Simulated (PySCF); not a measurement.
# C2H5Br (Ethyl bromide): the cost of one run

Computed with PySCF 2.14.0, with density-fitted response routines of our own, on a single molecule, in the gas phase or a continuum. Atoms are numbered from 0 throughout.

**1. Starting geometry**

8 atoms, charge 0, multiplicity 1; geometry from: GFN2-xTB. The atoms were then displaced at random by about 0.01 Å, so the start is not that level's minimum.

Bonds of the start (Å): C0–C1 1.48, C1–Br2 1.95, C0–H3 1.10, C0–H4 1.09, C0–H5 1.11, C1–H6 1.09, C1–H7 1.09.

**2. Relaxing the molecule at PBE0-D3(BJ)/def2-TZVP**

Job settings and geometry (Å):

```
{"job": {"xc": "PBE0", "basis": "def2-TZVP", "d3": "d3bj", "grid": 2, "shake": 0.01, "kind": "geom"}, "charge": 0, "multiplicity": 1}
C     -0.761460     0.188180    -0.009000
C      0.607310    -0.373840     0.037700
Br     1.947380     1.015800    -0.253200
H     -0.939900     0.672240    -0.985930
H     -1.514000    -0.584940     0.138890
H     -0.917500     0.975930     0.754590
H      0.784170    -1.110920    -0.742840
H      0.849140    -0.801590     1.007320
```

Started as:

```bash
$ OMP_NUM_THREADS=1 python probes_run.py task.json out
```

One launch serves the whole session: the jobs run in the order shown.

**Question.** How long does this first job take on 1 thread of AMD EPYC 9R45, shared host, and how much memory does it need?

About 28 s, with a peak of 0.61 GiB.
